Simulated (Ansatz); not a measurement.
# Bi2Se3: the cost of one run

Method: DFT PBEsol, scalar-relativistic, plane waves, PAW, in Ansatz 0.2.0.

3 further runs of the same task are left out: 2 that didn't finish, 1 set aside as unsound or not needed.

### 1 The system as given

It takes space group R-3m (No. 166, trigonal). Conventional cell: a = 4.130 Å, b = 4.130 Å, c = 28.620 Å, α = 90.00°, β = 90.00°, γ = 120.00°. Bi (site symmetry 3m) is surrounded by 6 Se at 2.85 to 3.06 Å. Around Se (site symmetry -3m) lie 6 Bi at 3.06 Å. Around Se (site symmetry 3m) lie 3 Bi at 2.85 Å.

Coordinates:

```cif
data_structure
_symmetry_space_group_name_H-M 'R-3m:H'
_symmetry_Int_Tables_number 166
_cell_length_a 4.1303
_cell_length_b 4.1303
_cell_length_c 28.6197
_cell_angle_alpha 90.000
_cell_angle_beta 90.000
_cell_angle_gamma 120.000
_cell_volume 422.83
loop_
_atom_site_label
_atom_site_type_symbol
_atom_site_symmetry_multiplicity
_atom_site_Wyckoff_symbol
_atom_site_fract_x
_atom_site_fract_y
_atom_site_fract_z
_atom_site_occupancy
Bi1 Bi 6 c 0.66667 0.33333 0.73359 1
Se1 Se 3 a 0.00000 0.00000 0.00000 1
Se2 Se 6 c 0.33333 0.66667 0.87831 1
```

It is the result of an earlier relaxation at this level (volume 28.19 Å³/atom; gap on the mesh: 0.12 eV).

### 2 Tight relaxation for the response runs

Response runs need a geometry at rest under their own mesh and occupations; hence this stricter relaxation.

Input file input.yaml:

```yaml
crystal:
  lattice:
    - [2.0651704036, 1.1923266884, 9.539907566]
    - [-2.0651704036, 1.1923266884, 9.539907566]
    - [0.0, -2.3846533769, 9.539907566]
  atoms:
    - { symbol: Bi, position: [0.400258388, 0.400258388, 0.400258388] }
    - { symbol: Bi, position: [0.599741612, 0.599741612, 0.599741612] }
    - { symbol: Se, position: [0.0, 0.0, 0.0] }
    - { symbol: Se, position: [0.2116390919, 0.2116390919, 0.2116390919] }
    - { symbol: Se, position: [0.7883609081, 0.7883609081, 0.7883609081] }
basis:
  ecutwfc: 420
kpoints:
  mp_grid: { grid: [12, 12, 12] }
hamiltonian:
  xc: pbesol
scf:
  occupations: { method: gaussian, width: 0.01 }
output:
  forces: true
  stress: true
  eigenvalues: true
relax:
  adjacent_minimum: "off"
  f_tol: 0.001
  max_steps: 60
  cell: { stress_tol: 0.01 }
```

Command:

```bash
ansatz run input.yaml --threads 2 --pin off --max-ram 7168MiB --backend cpu --events-out ev --progress --plain --runs-dir out
```

What time and memory should one allow on 2 threads of Arm Neoverse V1, shared host?

About 2.5 min, with a peak of 1.1 GiB.
